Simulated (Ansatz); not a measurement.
# GdO (F-43m) in Ansatz: a series of runs, part 3 of 3

Ansatz 0.2.0. The steps go on from the part before.

## (6) Projected density of states, PBEsol+U, collinear spin, ferromagnetic start

input.yaml

```yaml
crystal:
  lattice:
    - [0.0, 2.7, 2.7]
    - [2.7, 0.0, 2.7]
    - [2.7, 2.7, 0.0]
  atoms:
    - { symbol: Gd, position: [0.0, 0.0, 0.0], spin: 7.0 }
    - { symbol: O, position: [0.75, 0.75, 0.75] }
hamiltonian:
  xc: pbesol
  pseudopotentials: { kind: paw }
  hubbard: { sites: [{ species: Gd, l: f, u_eff: 8.0 }] }
magnetization:
  spin_polarized: true
kpoints:
  mp_grid: { grid: [9, 9, 9] }
scf:
  occupations: { method: fermi_dirac, width: 0.05 }
  n_extra_bands: 6
output:
  forces: true
  stress: true
  eigenvalues: true
  dos: { projected: true, de: 0.05, nscf_kmesh: { grid: [14, 14, 14] } }
```

Potentials or basis: Ansatz PAW.

Run with:

```sh
ansatz run input.yaml --threads 2 --pin off --max-ram 5632MiB --backend cpu --events-out ev --progress --plain --runs-dir out
```

Log:

```text
Warning: the band count 18 (scf.n_extra_bands) hosts the net moment |M| = 7.0000 μB (N_el = 24) but caps the reachable moment at 2·n_bands − N_el = 12.0000 μB, below the 20 bands that the automatic rule leaves for it — a moment growing past the seed, or the majority channel's smearing tail, pins there with fewer empty majority states than that count leaves; raise or omit scf.n_extra_bands unless the cap is intended
Warning: RAYON_NUM_THREADS=2 ignored (pool sized by the plan → 2); use --threads N
Gd: projections on atomic orbitals take those of the free atom [Kr 4d10] 4f7 5s2 5p6 5d1 6s2, of charge +0.00 (hamiltonian.pseudopotentials.projection_atoms); the dataset's partial waves leave at most 2.5e-4 of an orbital's norm unspanned inside its sphere
O: projections on atomic orbitals take those of the free atom [He] 2s2 2p4, of charge +0.00 (hamiltonian.pseudopotentials.projection_atoms); the dataset's partial waves leave at most 1.9e-8 of an orbital's norm unspanned inside its sphere
scf.n_extra_bands = 6 over 12 filled bands (N_el = 24.0): the run solves 18 bands
Engine: ansatz 0.2.0, x86_64-unknown-linux-gnu
Pseudopotentials: kind: paw
Pseudopotential: Gd, paw, valence charge 18, recommended cutoff 420 eV (normal), Gd.paw.azcp
Pseudopotential: O, paw, valence charge 6, recommended cutoff 420 eV (normal), O.paw.azcp
Functional definition: PBEsol
  exchange = pbesol_x
  correlation = pbesol_c
Crystal: 2 atoms, lattice volume = 39.366 Å³
Basis set: ecut = 420 eV, 749 PW (Γ), exchange–correlation on 54×54×54 points (8 copies of the dense FFT grid, shifted against one another)
Bands: 18, of which v1, the nominal top of the filled ones, is band 12 counted from 1 (11 counted from 0)
Symmetry: 24 space group operations
Space group: F-43m (ITA 216), of the structure as read, at distance tolerance 3.4e-5 Å
Magnetic group: BNS 216.74 (UNI 1576), of the structure as read, at distance tolerance 3.4e-5 Å
[... 39 lines left out ...]
Fermi energy:    12.415631 eV
--- Per-component energies (eV) ---
  E_band       = -62.427846
  E_kinetic    = 579.443661
  E_local      = -2482.845331  (includes V_loc(G=0)·N_el)
  E_nonlocal   = 336.346626
  E_hartree    = 1009.489439
  E_xc         = -305.894119
  E_vxc        = -347.664120  (∫ρ·V_xc dr)
  E_hubbard    = 0.097059  (on-site DFT+U / exact-exchange correction)
  E_vhub       = -27.871706  (the Hubbard potential's part of the band-sum identity)
  E_paw        = -6497.162387  (= ΣΔE_a)
  E_vpaw       = -138.816467  (= ΣTr[D̂ρ^β])
  E_aug_tail   = 0.002409  (compensation charges beyond the density's cutoff)
  E_ewald      = -2431.631488
  E_core_change = 0.696459  (= ΣΔE_core)
  E_smearing   = -0.004949  (= −TS)
  E_closure    = 0.000000  (closes the sum)
  Σ components = -9791.462622   (vs F -9791.462622, Δ=0.00e0)
--- Forces (eV/Å), atoms counted from 1 ---
  atom   1  Gd    -0.00000000     0.00000000    -0.00000000
  atom   2  O      0.00000000    -0.00000000     0.00000000
  max |Σ_I F_I| component: 1.20e-16 eV/Å
--- Stress (GPa, compression-positive) ---
       -3.736544       0.000000      -0.000000
        0.000000      -3.736544       0.000000
       -0.000000       0.000000      -3.736544
  P = ⅓ Tr σ = -3.7365 GPa (-37.365 kbar)
--- Band table (eV; the first three rows and the last of 70) ---
  k-point 0 ↑: bands = ["-33.6302", "-10.8410", "-10.8410", "-10.8410", "-7.0040", "2.6599", "2.6599", "2.6599", "2.7935", "2.7953", "2.7953", "2.7953", "6.6919", "6.6919", "6.6919", "9.9116", "14.6434", "14.6434"]
  k-point 1 ↑: bands = ["-33.6260", "-10.9594", "-10.8500", "-10.8500", "-6.8931", "2.6596", "2.6670", "2.6670", "2.7846", "2.7846", "2.7956", "2.8005", "6.5593", "6.7528", "6.7528", "10.4078", "14.4356", "14.4356"]
  k-point 2 ↑: bands = ["-33.6151", "-11.2303", "-10.8726", "-10.8726", "-6.6473", "2.6635", "2.6816", "2.6816", "2.7626", "2.7626", "2.7965", "2.8068", "6.4548", "6.8936", "6.8936", "11.4514", "14.1902", "14.1902"]
  k-point 34 ↓: bands = ["-30.3817", "-9.8374", "-8.7808", "-8.6430", "-5.3420", "7.0175", "7.3014", "7.9168", "13.2802", "13.8020", "15.7888", "15.9137", "16.0292", "16.0664", "16.0999", "16.1182", "16.2115", "16.7534"]
Occupation matrices written to <dir>
```

dos.tsv:

```text
# E-E_F[eV]	g_bin_mean(E)[states/eV]	N(E)	g_bin_mean_up(E)	g_bin_mean_dn(E)	N_up(E)	N_dn(E)
# format = ansatz-dos/2
# fermi_ev = 12.407174
# fermi_mp_grid = 14 14 14
# fermi_mp_shift = 0 0 0
# nscf_kmesh_grid = 14 14 14
# nscf_kmesh_shift = 0 0 0
# tetrahedron_fermi_ev = 12.355812
# g_bin_mean(E): the states in a bin one row spacing wide, centred on E, divided by that spacing. States that the method places at a single energy (under output.dos.method: tetrahedron, those of a tetrahedron whose four corners have one energy) are counted whole in the row whose bin holds that energy (on the edge of two bins, in the lower row). The sum of g_bin_mean over a run of rows, times the row spacing, is the number of states from half a spacing under the first of them to half a spacing over the last (a plain sum, not the trapezoid rule).
-46.537413	0.000000e0	0.000000e0	0.000000e0	0.000000e0	0.000000e0	0.000000e0
-46.487413	0.000000e0	0.000000e0	0.000000e0	0.000000e0	0.000000e0	0.000000e0
-46.437413	0.000000e0	0.000000e0	0.000000e0	0.000000e0	0.000000e0	0.000000e0
-46.387413	0.000000e0	0.000000e0	0.000000e0	0.000000e0	0.000000e0	0.000000e0
-46.337413	0.000000e0	0.000000e0	0.000000e0	0.000000e0	0.000000e0	0.000000e0
-46.287413	0.000000e0	0.000000e0	0.000000e0	0.000000e0	0.000000e0	0.000000e0
[... 1037 lines left out ...]
5.612587	0.000000e0	3.600000e1	0.000000e0	0.000000e0	1.800000e1	1.800000e1
5.662587	0.000000e0	3.600000e1	0.000000e0	0.000000e0	1.800000e1	1.800000e1
```

occupation_matrices:

```text
# The occupation matrices of the corrected shells as a run of Ansatz 0.0.0 ended. An entry of
# hamiltonian.hubbard.sites starts from them by `starting_ns: <path of this file>`, where that key's refused
# combinations let it.
# Free energy -9791.462622 eV.
[... 31 lines left out ...]
      - [1.1473091564143324e-19, 2.233287261070886e-21, 1.1132335659533195e-20, 0.0025845924510508773, -9.06497509551888e-21, 3.2089359422007377e-20, -1.0887600194816353e-19]
      - [7.021780351803915e-21, -6.603443562619523e-20, 1.2990596973801258e-20, -1.6688271620807582e-20, 0.0062238013202209706, 7.002999375869483e-20, -1.5860584771862957e-20]
      - [6.658321682935547e-21, 0.00021517107628369757, -4.5408398304252385e-21, 3.717155710553318e-20, 7.511219144222063e-20, 0.002306807786040117, -9.67628860375858e-21]
      - [1.1572366867057145e-19, -2.0089534691972898e-20, -0.00021517107628369733, -8.685314531955173e-20, -9.084321193828555e-21, 1.0652502130344628e-20, 0.0023068077860401164]
```

Wall time 8.8 s (2 threads of AMD EPYC 7R43 (Zen 3), shared host); peak memory 0.46 GiB.

Results:

```
Free energy                          : -9791.4626 eV
Pressure                             : -3.7 GPa
Band gap on the k mesh               : none (metal or under the smearing width)
Net moment                           : 7.93 μB per cell
Absolute moment                      : 7.94 μB per cell
Site moments                         : Gd +7.02; O +0.01 μB
Density of states at the Fermi level : 0.35 states/eV per cell
```

States per cell in windows of 1 eV (zero at the Fermi level; states under -8 eV left out):
```csv
from (eV),up,down,Gd 4f down,Gd 5d down,Gd 5d up,O 2p down,O 2p up,Gd 6s down
-8.0,0.00,0.00,0.00,0.00,0.00,0.00,0.00,0.00
-7.0,0.34,0.05,0.00,0.01,0.09,0.03,0.21,0.00
-6.0,2.06,2.05,0.02,0.34,0.41,1.58,1.52,0.06
-5.0,0.61,0.91,0.01,0.08,0.05,0.78,0.52,0.01
-4.0,0.00,0.00,0.00,0.00,0.00,0.00,0.00,0.00
-3.0,0.01,0.00,0.00,0.00,0.00,0.00,0.00,0.00
-2.0,0.20,0.00,0.00,0.00,0.13,0.00,0.01,0.00
-1.0,0.79,0.04,0.00,0.00,0.46,0.00,0.12,0.03
0.0,0.62,0.50,0.01,0.33,0.47,0.03,0.11,0.08
1.0,0.51,1.10,0.08,0.73,0.45,0.13,0.04,0.10
2.0,0.75,0.58,0.11,0.42,0.69,0.02,0.04,0.00
3.0,0.12,7.19,6.45,0.60,0.11,0.06,0.00,0.02
4.0,0.00,0.58,0.18,0.37,0.00,0.02,0.00,0.00
5.0,0.00,0.00,0.00,0.00,0.00,0.00,0.00,0.00
6.0,0.00,0.00,0.00,0.00,0.00,0.00,0.00,0.00
7.0,0.00,0.00,0.00,0.00,0.00,0.00,0.00,0.00
```

Eigenvalues of the final occupation matrices:
| site | spin | trace | eigenvalues |
| --- | --- | --- | --- |
| site 1 | 1 | 7.00 | 1.00 1.00 1.00 1.00 1.00 1.00 1.00 |
| site 1 | 2 | 0.02 | 0.00 0.00 0.00 0.00 0.00 0.00 0.01 |

Caveat: the magnetic or orbital state may not be the lowest; the pressure holds a Pulay correction of +0.3 GPa for the finite cutoff; spin-orbit coupling is left out, which moves the levels of the heavy elements; a cell with one magnetic atom can't hold antiferromagnetic order, which such compounds often take; the PAW data sets come from PBE, with cores solved anew for the run's functional, which leaves a small shift of forces and pressure.

## (7) Overview

```tsv
U	gap on the mesh (eV)	pressure (GPa)	moment (μB)
Gd f U = 3 eV	none	-4.3	7.85
Gd f U = 4 eV	none	-4.2	7.88
Gd f U = 5 eV	none	-4.1	7.91
Gd f U = 6 eV	none	-3.9	7.92
Gd f U = 8 eV	none	-3.7	7.93
```

Alike in all rows: task projected density of states; level PBEsol+U; potentials or basis Ansatz PAW; spin collinear, ferromagnetic start; cell as given; k mesh 9 × 9 × 9; cutoff (eV) 420; smearing fermi-dirac 0.05 eV.

Every run on the cell as given and a fine mesh finds a metal.

Caveats: the magnetic or orbital state may not be the lowest; spin-orbit coupling is left out, which moves the levels of the heavy elements; a cell with one magnetic atom can't hold antiferromagnetic order, which such compounds often take; the PAW data sets come from PBE, with cores solved anew for the run's functional, which leaves a small shift of forces and pressure.

Absolute energies hang on the potentials; compare differences alone.
